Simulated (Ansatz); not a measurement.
Geometry optimisation, Ansatz 0.2.0, DFT PBE-D3(BJ), scalar-relativistic, plane waves, PAW.

The input (input.yaml):

```yaml
crystal:
  lattice:
    - [-2.458279, 4.257864, 5.431625]
    - [4.916558, 0.0, 5.431625]
    - [4.916558, 8.515728, 0.0]
  atoms:
    - { symbol: Si, position: [0.40106582, 0.93226757, 0.0338662] }
    - { symbol: Si, position: [0.0, 0.0, 0.26560088] }
    - { symbol: Si, position: [0.09893426, 0.56773244, 0.95053286] }
    - { symbol: O, position: [0.56736056, 0.98045911, 0.08203961] }
    - { symbol: O, position: [0.57485659, 0.30629638, 0.14030252] }
    - { symbol: O, position: [0.17951232, 0.03497396, 0.11679312] }
    - { symbol: O, position: [0.32048772, 0.46502604, 0.97403623] }
    - { symbol: O, position: [0.92514345, 0.19370367, 0.33087898] }
    - { symbol: O, position: [0.93263952, 0.51954095, 0.10594942] }
    - { symbol: Si, position: [0.40106583, 0.93226756, 0.53386619] }
    - { symbol: Si, position: [1.0e-08, -1.0e-08, 0.76560087] }
    - { symbol: Si, position: [0.09893425, 0.56773245, 0.45053287] }
    - { symbol: O, position: [0.56736057, 0.9804591, 0.5820396] }
    - { symbol: O, position: [0.5748566, 0.30629637, 0.64030251] }
    - { symbol: O, position: [0.17951233, 0.03497395, 0.61679311] }
    - { symbol: O, position: [0.32048772, 0.46502605, 0.47403624] }
    - { symbol: O, position: [0.92514346, 0.19370366, 0.83087897] }
    - { symbol: O, position: [0.93263953, 0.51954094, 0.60594941] }
    - { symbol: Si, position: [0.90106581, 0.43226758, 0.2838662] }
    - { symbol: Si, position: [0.50000003, 0.50000001, 0.51560086] }
    - { symbol: Si, position: [0.59893423, 0.06773247, 0.20053288] }
    - { symbol: O, position: [0.06736054, 0.48045908, 0.33203962] }
    - { symbol: O, position: [0.07485661, 0.80629636, 0.39030251] }
    - { symbol: O, position: [0.67951235, 0.53497398, 0.3667931] }
    - { symbol: O, position: [0.82048774, 0.96502607, 0.22403623] }
    - { symbol: O, position: [0.42514347, 0.69370365, 0.58087897] }
    - { symbol: O, position: [0.4326395, 0.01954092, 0.35594943] }
    - { symbol: Si, position: [0.90106582, 0.43226757, 0.78386619] }
    - { symbol: Si, position: [0.50000003, 0.50000002, 0.01560087] }
    - { symbol: Si, position: [0.59893424, 0.06773246, 0.70053287] }
    - { symbol: O, position: [0.06736055, 0.48045908, 0.83203961] }
    - { symbol: O, position: [0.07485662, 0.80629635, 0.8903025] }
    - { symbol: O, position: [0.67951236, 0.53497397, 0.86679309] }
    - { symbol: O, position: [0.82048775, 0.96502607, 0.72403622] }
    - { symbol: O, position: [0.42514347, 0.69370366, 0.08087898] }
    - { symbol: O, position: [0.4326395, 0.01954092, 0.85594942] }
    - { symbol: F, position: [0.65015385, 0.52914243, 0.67405494], spin: 1.0 }
magnetization:
  spin_polarized: true
basis:
  ecutwfc: 420.0
kpoints:
  mp_grid: { grid: [2, 2, 1] }
hamiltonian:
  xc: pbe
  dispersion: d3bj
  pseudopotentials: { kind: paw, azcp: { folder: soft_1 } }
scf:
  occupations: { method: gaussian, width: 0.05 }
  lower_state_search: "off"
relax:
  f_tol: 0.03
  max_steps: 60
  adjacent_minimum: "off"
output:
  write_density: true
  write_potential: true
  elf: true
  volumetric_format: npy
```

Launched with:

```bash
$ ansatz run input.yaml --threads 4 --pin off --max-ram 10240MiB --backend cpu --events-out ev --progress --plain --runs-dir out
```

Where does it end, and by what steps?

The run converged. Limits of this set-up: coarse k mesh, a small cell, in which the defect meets its images, a typed lattice constant that wasn't relaxed here. After 25 steps the energy has fallen by 2.700 eV; O14 moved furthest, 0.83 Å. Joined: Si20–F37 (2.28 → 1.67 Å).

| step | energy less start (eV) | largest force component (eV/Å) | accepted |
| --- | --- | --- | --- |
| 0 | 0.0000 | 2.800 | yes |
| 1 | -1.0577 | 1.714 | yes |
| 2 | -1.7108 | 1.124 | yes |
| 3 | -2.0734 | 0.667 | yes |
| 4 | -2.2231 | 0.279 | yes |
| 5 | -2.3098 | 0.311 | yes |
| 6 | -2.3472 | 0.249 | yes |
| 7 | -2.3782 | 0.301 | yes |
| 8 | -2.4009 | 0.528 | yes |
| 9 | -2.4243 | 0.202 | yes |
| 10 | -2.4268 | 0.225 | yes |
| 11 | -2.4303 | 0.088 | yes |
| 12 | -2.4321 | 0.102 | yes |
| 13 | -2.4457 | 0.242 | yes |
| 14 | -2.4836 | 0.340 | yes |
| 15 | -2.4704 | 0.683 | no |
| 16 | -2.5446 | 0.269 | yes |
| 17 | -2.5975 | 0.306 | yes |
| 18 | -2.6489 | 0.275 | yes |
| 19 | -2.6862 | 0.275 | yes |
| 20 | -2.6887 | 0.162 | yes |
| 21 | -2.6845 | 0.210 | no |
| 22 | -2.6980 | 0.146 | yes |
| 23 | -2.6965 | 0.201 | no |
| 24 | -2.6996 | 0.064 | yes |
| 25 | -2.7001 | 0.014 | yes |

```xyz
37
Lattice="-2.4583 4.2579 5.4316 4.9166 0.0000 5.4316 4.9166 8.5157 0.0000" Properties=species:S:1:pos:R:3
Si 3.768 2.045 7.236
Si 1.308 2.222 0.011
Si 7.241 8.607 3.714
O 3.865 2.985 8.555
O 0.786 3.736 4.875
O 0.316 1.713 1.194
O 6.367 9.686 4.548
O 0.332 6.687 6.065
O 0.929 5.044 8.138
Si 6.242 6.091 7.118
Si 3.814 6.348 -0.003
Si 4.756 4.371 3.739
O 6.094 7.337 8.171
O 3.413 7.496 4.083
O 2.874 5.871 1.242
O 3.591 5.285 4.475
O 2.816 10.975 6.028
O 3.284 9.564 8.319
Si 1.369 6.329 7.271
Si 3.804 6.714 5.510
Si -0.154 4.232 3.653
O 3.902 3.346 2.833
O 5.670 3.625 4.851
O 2.820 5.995 6.636
O 3.794 5.404 9.654
O 5.404 6.431 5.780
O 0.775 4.751 2.422
Si 3.767 10.738 7.323
Si 1.355 2.403 5.593
Si 2.244 8.385 3.355
O 6.164 7.819 2.806
O 8.100 7.648 4.701
O 5.308 10.504 6.841
O 6.397 9.378 9.800
O 2.850 2.780 6.114
O 3.035 9.165 2.180
F 3.747 8.205 6.251
```

Whether the end is a true minimum wasn't checked by a vibrational analysis.

Time of the run: 8 min on 4 threads of Arm Neoverse N1, with other jobs on the host, peak memory 1.6 GiB.
